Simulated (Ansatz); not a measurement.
**CH3ClO2Si: one species, many methods**

An exercise on one series of results from a longer session: the logs are not shown, and one member is left open.

Computed with Ansatz 0.2.0, Gaussian basis. Level: functionals in def2-TZVPP, the program's frozen cores in correlated methods.

Plan: LDA (SPW92), PBE-D4, revPBE-D4, BLYP-D4, r2SCAN-D4, B97M-V, PBE0-D4, B3LYP-D4, r2SCANh-D4, r2SCAN0-D4, HSE06-D4, BHLYP-D4, CAM-B3LYP-D4, LC-ωPBE, ωB97X-V, ωB97M-V, B2PLYP, PBE-QIDH; CCSD(T)/def2-SVP; CCSD(T)/def2-TZVPP; MP2/def2-QZVPP; extrapolation to the limit; RPA on PBE.

### Structure used throughout

The geometry comes from an earlier relaxation with PBE0-D4 in a triple-zeta def2 set; it is a stationary point, not always the lowest conformer.

SMILES `O[Si@@H]1O[C@@H]1Cl`, 8 atoms, charge 0, spin multiplicity 1.

Atoms are counted from 1 here; the program's logs count them from 0.

Bond lengths: O1–Si2 1.619 Å, O1–H6 0.962 Å, Si2–O3 1.659 Å, Si2–C4 1.802 Å, Si2–H7 1.467 Å, O3–C4 1.452 Å, C4–Cl5 1.775 Å, C4–H8 1.085 Å. Angles: Si2–O1–H6 117.0°, O1–Si2–O3 120.5°, O1–Si2–C4 122.1°, O1–Si2–H7 107.8°, O3–Si2–C4 49.4°, O3–Si2–H7 117.9°, C4–Si2–H7 127.1°, Si2–O3–C4 70.4°, Si2–C4–O3 60.2°, Si2–C4–Cl5 118.7°, Si2–C4–H8 130.6°, O3–C4–Cl5 113.4°, O3–C4–H8 113.4°, Cl5–C4–H8 108.6°.

Set-up of the first run:

File in.yaml:

```yaml
crystal:
  periodic: [false, false, false]
  atoms:
    - {symbol: O, position_ang: [0.016258, 1.152585, 1.486011]}
    - {symbol: Si, position_ang: [0.648567, 0.013714, 0.525297]}
    - {symbol: O, position_ang: [0.755582, 0.256959, -1.111863]}
    - {symbol: C, position_ang: [-0.282392, -0.718881, -0.832418]}
    - {symbol: Cl, position_ang: [-1.919857, -0.119567, -1.165488]}
    - {symbol: H, position_ang: [-0.794259, 1.575133, 1.187452]}
    - {symbol: H, position_ang: [1.811734, -0.559090, 1.212619]}
    - {symbol: H, position_ang: [-0.143534, -1.657852, -1.357509]}
basis:
  gaussian: {orbitals: def2-TZVPP}
hamiltonian: {xc: lda}
output: {orbitals: {seedname: orbitals}}
```

Launch:

```sh
> ansatz run in.yaml --threads 2 --pin off --events-out ev --progress --plain --max-ram 4352MiB
```

Among the steps run: LDA; PBE-D4 (GGA); revPBE-D4 (GGA); BLYP-D4 (GGA); r2SCAN-D4 (meta-GGA); B97M-V (meta-GGA); PBE0-D4 (hybrid); B3LYP-D4 (hybrid); r2SCANh-D4 (hybrid); r2SCAN0-D4 (hybrid); HSE06-D4 (hybrid); BHLYP-D4 (hybrid); CAM-B3LYP-D4 (range-separated); LC-ωPBE (range-separated); ωB97X-V (range-separated); ωB97M-V (range-separated); B2PLYP (double hybrid); PBE-QIDH (double hybrid).

One table of the session follows, with a row left open; its other results are not shown here.

It belongs to the step «Orbital energies across the functionals». 

| functional | HOMO (eV) | gap (eV) |
| --- | --- | --- |
| LDA (SPW92) | -6.35 | 5.09 |
| PBE-D4 | -6.19 | 5.13 |
| revPBE-D4 | -6.13 | 5.16 |
| BLYP-D4 | -6.07 | 5.12 |
| r2SCAN-D4 | -6.45 | 5.66 |
| B97M-V | -6.52 | 5.65 |
| PBE0-D4 | -7.51 | 7.35 |
| B3LYP-D4 | -7.30 | 6.89 |
| r2SCANh-D4 | -6.94 | 6.48 |
| r2SCAN0-D4 | -7.68 | 7.70 |
| HSE06-D4 | -7.11 | 6.57 |
| BHLYP-D4 | -8.75 | 9.47 |
| CAM-B3LYP-D4 | -8.90 | 9.76 |
| LC-ωPBE | -10.25 | 12.32 |
| ωB97X-V | ? | ? |
| ωB97M-V | -9.74 | 11.38 |

Estimate the missing values for ωB97X-V.

**Answer.** HOMO (eV): -9.88; gap (eV): 11.81. In the column «HOMO (eV)» it lies between LC-ωPBE (-10.25) and ωB97M-V (-9.74).
